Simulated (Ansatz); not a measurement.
# Zn4SO3: the cost of one run

Method: DFT PBE, scalar-relativistic, plane waves, PAW, in Ansatz 0.2.0.

### 1 The structure to begin with

It takes space group P-4m2 (No. 115, tetragonal). Conventional cell: a = 3.459 Å, b = 3.459 Å, c = 9.351 Å, α = 90.00°, β = 90.00°, γ = 90.00°. Around Zn (site symmetry 2mm) lie 2 O at 2.04 Å and 2 S at 2.29 Å. Zn (site symmetry 2mm) is surrounded by 4 O at 2.02 Å. S (site symmetry -4m2) has 4 Zn at 2.29 Å in its first shell of neighbours. Around O (site symmetry 2mm) lie 4 Zn at 2.02 to 2.04 Å. O (site symmetry -4m2) is surrounded by 4 Zn at 2.02 Å.

As a file:

```
Zn S O
1.0
     3.45884    0.00000    0.00000
     0.00000    3.45884    0.00000
     0.00000    0.00000    9.35065
Zn S O
4 1 3
Direct
  0.50000 0.00000 0.66083
  0.00000 0.50000 0.88834
  0.50000 0.00000 0.11166
  0.00000 0.50000 0.33917
  0.50000 0.50000 0.50000
  0.00000 0.00000 0.77614
  0.50000 0.50000 0.00000
  0.00000 0.00000 0.22386
```

The start is the relaxed end of an invented cell (made as: elements ordered on the sites of the ZnO type, O/S on O (P-4m2, No. 115)), taken up again for a closer look.

### 2 Probe: one point on a coarse mesh

The input, input.yaml:

```yaml
crystal:
  lattice:
    - [3.4588404, 0.0, 0.0]
    - [0.0, 3.4588404, 0.0]
    - [0.0, 0.0, 9.3506509]
  atoms:
    - { symbol: Zn, position: [0.5, 0.0, 0.660829] }
    - { symbol: Zn, position: [0.0, 0.5, 0.88834] }
    - { symbol: Zn, position: [0.5, 0.0, 0.11166] }
    - { symbol: Zn, position: [0.0, 0.5, 0.339171] }
    - { symbol: S, position: [0.5, 0.5, 0.5] }
    - { symbol: O, position: [0.0, 0.0, 0.776144] }
    - { symbol: O, position: [0.5, 0.5, 0.0] }
    - { symbol: O, position: [0.0, 0.0, 0.223856] }
basis:
  ecutwfc: 420
kpoints:
  mp_grid: { grid: [6, 6, 2] }
hamiltonian:
  xc: pbe
scf:
  occupations: { method: gaussian, width: 0.1 }
  lower_state_search: "off"
output:
  forces: true
  stress: true
  eigenvalues: true
```

On the command line:

```sh
> ansatz run input.yaml --threads 4 --pin off --max-ram 8192MiB --backend cpu --events-out ev --progress --plain --runs-dir out
```

**Question.** How long does this run take on 4 threads of Intel Xeon 6975P-C (Granite Rapids), shared host, and how much memory does it need?

About 1.2 s, with a peak of 0.47 GiB.
